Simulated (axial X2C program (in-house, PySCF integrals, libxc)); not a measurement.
# RuO: bond curves with and without spin–orbit coupling, part 1 of 2

What are the state, bond length, wavenumber and bond energy of RuO, and what does spin–orbit coupling change?

The runs use an in-house X2C program for linear molecules on PySCF integrals; all-electron X2C, Ru dyall-cv3z, O dyall-av3z.

All values are calculated.

### 1 The job

The input, task.json:

```json
{
 "zs": [
  44,
  8
 ],
 "q": 0,
 "bas": [
  "dyall-cv3z",
  "dyall-av3z"
 ],
 "levels": [
  "PBE0",
  "HF",
  "BP86"
 ],
 "cc": true,
 "r0": 1.71,
 "thr": -2.0,
 "nmax": 110,
 "npts": 10,
 "nst": 2,
 "ntry": 8
}
```

Keys: zs atomic numbers; q charge; bas basis sets; levels methods (HF also brings MP2); cc coupled cluster on or off; r0 starting distance in Å; thr threshold in hartree for freezing inner shells (an s shell follows its p shell); nmax most natural virtual spinors; npts points asked for on the curve; nst determinants followed; ntry starts of the search.

Command:

```sh
$ python so2c.py task.json out
```

Spin-free means the one-electron spin-free X2C Hamiltonian; two-component (2c) means X2C with spin–orbit coupling and atomic mean-field two-electron Coulomb and Gaunt terms. Basis: Ru dyall-cv3z contracted to [12s12p8d5f3g], O dyall-av3z contracted to [7s6p3d2f]; Gaussian nuclei, density fitting. Masses: Ru 101.904 u, O 15.995 u.

Notation: σ, π±, δ± give the projection m of an orbital's angular momentum (0, ±1, ±2), α and β its spin, Λ and M_S the sums; ω is the projection of a spinor's total angular momentum and Ω the sum. Logs are in hartree.

The results follow Hamiltonian by Hamiltonian and level by level.

### 2 State search with PBE0

Determinants are compared with PBE0 at 1.710 Å.

Spin-free determinants:

```tsv
ΔE (eV)	state	open shells
0.00	M_S = 2, Λ = 2	beyond closed shells: σα, π+α, π-α, δ+α, δ+β, δ-α
0.65	M_S = 1, Λ = 0	beyond closed shells: π+α, π-α
0.81	M_S = 1, Λ = 2	beyond closed shells: σβ, π+α, π-α, δ+α, δ+β, δ-α
0.87	M_S = 1, Λ = 1	beyond closed shells: σα, π+α
1.09	M_S = 2, Λ = 0	beyond closed shells: π+α, π-α, δ+α, δ-α
1.40	M_S = 2, Λ = 1	beyond closed shells: σα, π+α, π+β, π-α, δ+α, δ-α
1.47	M_S = 1, Λ = 3	beyond closed shells: π+α, δ+α, δ+β, δ-α
```

Two-component determinants:

| ΔE (eV) | state | open shells |
| --- | --- | --- |
| 0.00 | Ω = 4 | excess of +ω over −ω: ω = 3/2, ω = 5/2 |
| 0.76 | Ω = 1 | excess of +ω over −ω: ω = -1/2, ω = 3/2 |
| 0.82 | Ω = 3 | excess of +ω over −ω: 2 × ω = -1/2, ω = 3/2, ω = 5/2 |
| 0.92 | Ω = 2 | excess of +ω over −ω: 2 × ω = 1/2, ω = -3/2, ω = 5/2 |
| 1.01 | Ω = 1 | excess of +ω over −ω: 2 × ω = 1/2 |
| 1.03 | Ω = 2 | excess of +ω over −ω: ω = 1/2, ω = 3/2 |
| 1.07 | Ω = 3 | excess of +ω over −ω: ω = 1/2, ω = 5/2 |

### 3 PBE0, spin-free

State followed: M_S = 2, Λ = 2 (beyond closed shells: σα, π+α, π-α, δ+α, δ+β, δ-α). The scan is laid around 1.698 Å, a first estimate of the minimum, and this SCF restarts from the orbitals of the search.

Output at 1.698 Å:

```text
spin-free X2C-1e  PBE0
basis functions 204  fitting functions 954  grid points 5075
iter        total energy     max residual
   1      -4603.174554602     8.46e+00
   2      -4605.283912537     3.21e-02
   3      -4605.225224773     8.29e-02
   4      -4605.287183120     3.17e-02
   5      -4605.301164359     1.31e-03
   6      -4605.301196489     9.97e-04
   7      -4605.301209578     2.26e-04
   8      -4605.301210977     9.67e-05
   9      -4605.301211376     1.60e-05
  10      -4605.301211393     6.24e-06
  11      -4605.301211395     2.49e-06
converged
one-electron -6567.52723372  Coulomb 1995.49333926  exact exchange -35.14084659  xc functional -107.82633975  nuclear repulsion 109.69986940
```

Along the bond, energies from the lowest point:

| R (Å) | E (eV) | μ (D) | HOMO (eV) | LUMO (eV) | iterations |
| --- | --- | --- | --- | --- | --- |
| 1.477 | 1.5162 | -1.89 | -6.11 | -2.99 | 14 |
| 1.545 | 0.6211 | -2.52 | -6.20 | -2.92 | 14 |
| 1.596 | 0.2405 | -2.97 | -6.28 | -2.88 | 14 |
| 1.647 | 0.0479 | -3.39 | -6.35 | -2.84 | 14 |
| 1.698 | 0.0000 | -3.79 | -6.43 | -2.82 | 11 |
| 1.757 | 0.0799 | -4.22 | -6.44 | -2.85 | 15 |
| 1.817 | 0.2651 | -4.61 | -6.40 | -2.87 | 16 |
| 1.893 | 0.6043 | -5.05 | -6.35 | -2.92 | 17 |
| 1.987 | 1.1061 | -5.47 | -6.29 | -3.11 | 19 |
| 2.123 | 1.8832 | -5.79 | -6.15 | -3.25 | 24 |

Dipoles are positive if O is the positive end.

Outer orbitals at the reference distance:

```csv
symmetry,occupied,ε (eV),atomic character
σα,yes,-25.87,"71% O s, 12% Ru d, 7% Ru p"
σβ,yes,-24.49,"69% O s, 12% Ru d, 8% Ru p"
σα,yes,-11.37,"54% O p, 38% Ru d, 5% O s"
π+α,yes,-11.35,"48% O p, 48% Ru d"
π-α,yes,-11.35,"48% O p, 48% Ru d"
σβ,yes,-10.28,"63% O p, 28% Ru d, 5% O s"
π+β,yes,-9.06,"57% O p, 36% Ru d, 2% Ru f"
π-β,yes,-9.02,"59% O p, 35% Ru d, 2% Ru f"
δ+α,yes,-8.55,99% Ru d
δ-α,yes,-8.55,99% Ru d
π+α,yes,-6.88,"47% Ru d, 38% O p, 8% Ru p"
π-α,yes,-6.88,"47% Ru d, 38% O p, 8% Ru p"
δ+β,yes,-6.48,99% Ru d
σα,yes,-6.43,"46% Ru s, 23% O p, 23% Ru d"
σβ,no,-2.82,"55% Ru s, 21% Ru d, 15% O p"
δ-β,no,-2.81,98% Ru d
σα,no,-2.33,"38% Ru p, 22% Ru s, 21% Ru d"
π+β,no,-2.05,"55% Ru d, 25% O p, 14% Ru p"
```

PBE0 fields in the half plane through the axis: z from -2.4 to 3.9 Å across, distance from the axis 0.15 to 2.25 Å upwards; Ru lies at z = 0 and O at z = 1.698 Å; the ELF is damped to zero where the density is low.

log10 density (e/bohr³). Ten even steps from '0' (-5.28 ) to '9' (1.72 ):
```
1122233333322222211000
1222333333333332221100
1223344444443333322110
2233444555444444433211
2233455555555555443221
2234456666655665543321
2234456777666776554321
2234567898767787654322
```

ELF. Ten even steps from '0' (0.00 ) to '9' (0.87 ):
```
0000123321100000000000
0002344332100000000000
0012344432111111100000
0012344332112333210000
0001234443224676531000
0000135676326899752000
0000037858638999963100
0000038272748119974100
```

Re = 1.693 Å, ωe = 922 cm⁻¹, ωexe = 4.25 cm⁻¹, Be = 0.4257 cm⁻¹, De = 4.72 eV, μ = -3.75 D.

### 4 HF, spin-free

Output at 1.698 Å:

```text
spin-free X2C-1e  HF
basis functions 204  fitting functions 954  grid points 5075
iter        total energy     max residual
   1      -4602.897411424     2.97e-01
   2      -4602.927653545     1.62e-02
   3      -4602.927010682     2.03e-02
   4      -4602.933608716     4.03e-03
   5      -4602.934185081     2.65e-03
   6      -4602.934397710     2.32e-03
   7      -4602.934572709     1.60e-03
   8      -4602.934779094     1.26e-03
   9      -4602.935111184     7.57e-04
  10      -4602.935252802     7.43e-04
  11      -4602.935334623     7.42e-04
  12      -4602.935428108     8.40e-04
  13      -4602.935399011     8.25e-04
  14      -4602.935345541     8.04e-04
  15      -4602.935093874     8.67e-04
  16      -4602.935122942     1.05e-03
  17      -4602.935847809     1.24e-03
  18      -4602.936790502     2.56e-03
  19      -4602.936492595     1.63e-03
  20      -4602.935824924     1.16e-03
  21      -4602.934414980     3.00e-03
  22      -4602.934091777     3.66e-03
  23      -4602.897411424     4.45e-01
  24      -4602.927612877     1.86e-02
  25      -4602.929800207     1.27e-01
  26      -4602.933907363     1.51e-02
  27      -4602.934268005     3.50e-03
  28      -4602.934614782     1.24e-02
  29      -4602.934854308     8.65e-03
  30      -4602.935129158     1.99e-03
  31      -4602.935299473     3.49e-03
  32      -4602.935455050     4.45e-03
  33      -4602.935770256     4.85e-03
  34      -4602.936190952     7.64e-03
  35      -4602.936535533     7.50e-03
  36      -4602.937665993     6.58e-03
  37      -4602.938658667     9.65e-03
  38      -4602.938850961     2.90e-03
  39      -4602.938905509     7.31e-04
  40      -4602.938929116     3.70e-04
  41      -4602.938932036     2.02e-04
  42      -4602.938932884     4.53e-05
  43      -4602.938932950     2.43e-05
  44      -4602.938932976     1.34e-05
  45      -4602.938932983     7.75e-06
  46      -4602.938932985     3.55e-06
  47      -4602.938932986     1.85e-06
converged
one-electron -6564.75975509  Coulomb 1992.86290144  exact exchange -140.74194874  xc functional 0.00000000  nuclear repulsion 109.69986940
```

No constants are quoted: the solution changes its character somewhere along the scan, so the fit is set aside.

### 5 BP86, spin-free

The SCF at the reference distance of 1.698 Å:

```text
spin-free X2C-1e  BP86
basis functions 204  fitting functions 954  grid points 5075
iter        total energy     max residual
   1      -4606.283592087     1.32e-01
   2      -4606.279690169     2.51e-02
   3      -4606.095497719     1.01e-01
   4      -4606.288161650     8.30e-03
   5      -4606.289183448     2.07e-03
   6      -4606.289253918     1.30e-03
   7      -4606.289273399     5.31e-04
   8      -4606.289277215     1.02e-04
   9      -4606.289277337     2.74e-05
  10      -4606.289277346     5.89e-06
  11      -4606.289277346     8.05e-07
converged
one-electron -6567.39027440  Coulomb 1995.33326264  exact exchange 0.00000000  xc functional -143.93213499  nuclear repulsion 109.69986940
```

Re = 1.716 Å, ωe = 876 cm⁻¹, ωexe = 4.21 cm⁻¹, Be = 0.4139 cm⁻¹, De = 5.66 eV, μ = -3.24 D.

### 6 MP2 and beyond, spin-free

Correlated methods: 14 electrons correlated (frozen shells, counted by type: Ru 4 s, 3 p, 1 d; O 1 s), 288 virtual spinors in MP2, 110 natural virtuals in coupled cluster.

Output of the correlated part at 1.698 Å:

```text
correlated 14  virtual 288  natural virtual 110  E(MP2) -0.457982826  MP2 remainder -0.019338998
iter   CCSD correlation   residual
   1     -0.416635887   2.23e-01
   2     -0.436603548   1.41e-01
   3     -0.454598365   7.87e-02
   4     -0.461447129   4.47e-02
   5     -0.464298515   2.34e-02
   6     -0.466045839   8.76e-03
   7     -0.465930957   4.18e-03
   8     -0.466147027   2.03e-03
   9     -0.466073450   1.05e-03
  10     -0.466119262   5.92e-04
  11     -0.466097950   3.03e-04
  12     -0.466103721   1.78e-04
  13     -0.466099080   9.41e-05
  14     -0.466096853   5.48e-05
  15     -0.466094476   2.85e-05
  16     -0.466093025   1.53e-05
  17     -0.466091806   8.26e-06
  18     -0.466091537   4.31e-06
  19     -0.466091276   2.54e-06
  20     -0.466091286   1.38e-06
(T) -0.026685244  T1 0.1272  D1 0.3401  max T2 0.082
```

T1 in the output is the amplitude norm over the root of the electron number; divide by √2 for the Lee–Taylor value.

MP2: No constants are quoted: the reference changes its character somewhere along the scan, so the fit is set aside.

CCSD: No constants are quoted: the reference changes its character somewhere along the scan, so the fit is set aside.

CCSD(T): No constants are quoted: the reference changes its character somewhere along the scan, so the fit is set aside.

### 7 A higher determinant, spin-free

State: M_S = 1, Λ = 0 (beyond closed shells: π+α, π-α).

Output at the reference distance:

```text
spin-free X2C-1e  PBE0
basis functions 204  fitting functions 954  grid points 5075
iter        total energy     max residual
   1      -4603.208560908     8.25e+00
   2      -4605.263377415     2.89e-02
   3      -4605.227507318     6.59e-02
   4      -4605.267727624     2.48e-02
   5      -4605.277741633     7.54e-04
   6      -4605.277744975     6.28e-04
   7      -4605.277750868     4.58e-05
   8      -4605.277750926     2.14e-05
   9      -4605.277750942     7.23e-06
  10      -4605.277750945     5.74e-06
  11      -4605.277750946     2.70e-06
converged
one-electron -6570.35929695  Coulomb 1998.40806757  exact exchange -35.14851740  xc functional -107.87787356  nuclear repulsion 109.69986940
```

| R (Å) | E above the lowest PBE0 point (eV) |
| --- | --- |
| 1.477 | 1.900 |
| 1.545 | 1.093 |
| 1.596 | 0.770 |
| 1.647 | 0.632 |
| 1.698 | 0.638 |
| 1.757 | 0.783 |
| 1.817 | 1.036 |
| 1.893 | 1.467 |
| 1.987 | 2.087 |

Re = 1.669 Å, ωe = 985 cm⁻¹, ωexe = 3.7 cm⁻¹, Be = 0.4375 cm⁻¹, μ = -4.17 D. Te = 0.62 eV.

### 8 The spin-free curves together

Energy (eV) of the followed determinant, spin-free, from each level's lowest point:

| R (Å) | PBE0 | HF (jumps) | MP2 (its reference jumps) | CCSD (its reference jumps) | CCSD(T) (its reference jumps) | BP86 |
| --- | --- | --- | --- | --- | --- | --- |
| 1.477 | 1.516 | 1.646 | 1.383 | n/a | n/a | 1.767 |
| 1.545 | 0.621 | 0.810 | 0.446 | 0.588 | 0.642 | 0.788 |
| 1.596 | 0.241 | 0.471 | 0.058 | 0.193 | 0.217 | 0.349 |
| 1.647 | 0.048 | 0.308 | 0.000 | 0.000 | 0.000 | 0.100 |
| 1.698 | 0.000 | 0.193 | 1.280 | 0.057 | 0.076 | 0.000 |
| 1.757 | 0.080 | 0.069 | 1.868 | 0.210 | 0.215 | 0.024 |
| 1.817 | 0.265 | 0.002 | 2.228 | 0.462 | 0.455 | 0.157 |
| 1.893 | 0.604 | 0.000 | 2.582 | 0.880 | 0.880 | 0.437 |
| 1.987 | 1.106 | 0.102 | 2.963 | n/a | n/a | 0.875 |
| 2.123 | 1.883 | 0.389 | 3.495 | n/a | n/a | 1.587 |

(Continued in part 2 of 2.)
